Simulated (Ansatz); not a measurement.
# C2H8ClFN2Zr: small, medium and large basis sets

Aim: see how fast density functionals converge with the basis set for C2H8ClFN2Zr.

Method: one geometry, several basis sets; program: Ansatz 0.2.0, Gaussian basis.

Plan: PBE0-D4/def2-SVP; ωB97M-V/def2-SVP; PBE0-D4/def2-QZVPP; ωB97M-V/def2-QZVPP; the functionals' def2-TZVPP values are taken from earlier runs.

### Step 1. The relaxed structure

An earlier PBE0-D4 in a triple-zeta def2 set relaxation fixed the geometry. Zr takes the def2 core potential; no spin-orbit term is included.

SMILES `C[N](C)[Zr]([NH2])([F])[Cl]`, 15 atoms, charge 0, spin multiplicity 1.

Atoms are counted from 1 here; the program's logs count them from 0.

Bond lengths: C1–N2 1.439 Å, C1–H8 1.099 Å, C1–H9 1.091 Å, C1–H10 1.099 Å, N2–C3 1.446 Å, N2–Zr4 2.005 Å, C3–H11 1.098 Å, C3–H12 1.098 Å, C3–H13 1.099 Å, Zr4–N5 2.020 Å, Zr4–F6 1.916 Å, Zr4–Cl7 2.382 Å, N5–H14 1.012 Å, N5–H15 1.012 Å. Angles: N2–C1–H8 111.3°, N2–C1–H9 110.4°, N2–C1–H10 111.3°, H8–C1–H9 108.3°, H8–C1–H10 107.4°, H9–C1–H10 108.0°, C1–N2–C3 113.3°, C1–N2–Zr4 133.8°, C3–N2–Zr4 112.8°, N2–C3–H11 111.6°, N2–C3–H12 111.7°, N2–C3–H13 111.3°, H11–C3–H12 108.4°, H11–C3–H13 106.8°, H12–C3–H13 106.9°, N2–Zr4–N5 107.0°, N2–Zr4–F6 107.6°, N2–Zr4–Cl7 106.5° and more.

Geometry (Å):

```mol
C2H8ClFN2Zr
  3D, bonds by distance, orders not assigned

 15 14  0  0  0  0  0  0  0  0999 V2000
   -1.7129   -0.2433    0.0843 C   0  0
   -0.3188   -0.2083    0.4408 N   0  0
   -0.0532   -0.7234    1.7661 C   0  0
    1.3449    0.3725   -0.5166 Zr  0  0
    0.7620    1.2186   -2.2561 N   0  0
    2.2548    1.6279    0.6094 F   0  0
    2.6153   -1.6010   -0.9253 Cl  0  0
   -2.1029   -1.2707    0.0951 H   0  0
   -1.8595    0.1678   -0.9154 H   0  0
   -2.3195    0.3453    0.7868 H   0  0
   -0.3521   -1.7760    1.8584 H   0  0
   -0.5778   -0.1455    2.5387 H   0  0
    1.0183   -0.6763    2.0049 H   0  0
    0.5507    0.7049   -3.1023 H   0  0
    0.7505    2.2076   -2.4689 H   0  0
  1  2  8  0
  2  3  8  0
  2  4  8  0
  4  5  8  0
  4  6  8  0
  4  7  8  0
  1  8  8  0
  1  9  8  0
  1 10  8  0
  3 11  8  0
  3 12  8  0
  3 13  8  0
  5 14  8  0
  5 15  8  0
M  END
```

### Step 2. PBE0-D4 in def2-SVP

in.yaml

```yaml
crystal:
  periodic: [false, false, false]
  atoms:
    - {symbol: C, position_ang: [-1.712851, -0.243307, 0.084326]}
    - {symbol: N, position_ang: [-0.318816, -0.208331, 0.440826]}
    - {symbol: C, position_ang: [-0.053169, -0.723412, 1.766141]}
    - {symbol: Zr, position_ang: [1.344904, 0.372511, -0.516590]}
    - {symbol: N, position_ang: [0.761966, 1.218615, -2.256135]}
    - {symbol: F, position_ang: [2.254847, 1.627893, 0.609392]}
    - {symbol: Cl, position_ang: [2.615291, -1.601037, -0.925319]}
    - {symbol: H, position_ang: [-2.102887, -1.270719, 0.095143]}
    - {symbol: H, position_ang: [-1.859458, 0.167805, -0.915392]}
    - {symbol: H, position_ang: [-2.319519, 0.345349, 0.786810]}
    - {symbol: H, position_ang: [-0.352059, -1.776004, 1.858386]}
    - {symbol: H, position_ang: [-0.577787, -0.145525, 2.538690]}
    - {symbol: H, position_ang: [1.018283, -0.676296, 2.004876]}
    - {symbol: H, position_ang: [0.550719, 0.704886, -3.102250]}
    - {symbol: H, position_ang: [0.750546, 2.207573, -2.468896]}
basis:
  gaussian: {orbitals: def2-SVP}
hamiltonian: {xc: pbe0, dispersion: d4}
output: {orbitals: {seedname: orbitals}}
```

Further steps of the session: ωB97M-V in def2-SVP; PBE0-D4 in def2-QZVPP; ωB97M-V in def2-QZVPP.

Before running them: what should the planned runs give, taken together? Wanted: PBE0-D4: double and triple zeta above quadruple; ωB97M-V: double and triple zeta above quadruple.

**Answer**, as computed:

| quantity | value |
| --- | --- |
| PBE0-D4: double and triple zeta above quadruple | 14.66, 0.90 eV |
| ωB97M-V: double and triple zeta above quadruple | 14.93, 0.86 eV |

In words: PBE0-D4 gains 13.77 eV from double to triple zeta, then 0.90 eV more. These are total energies; as a rule much of such shifts cancels in differences, which this series doesn't test.
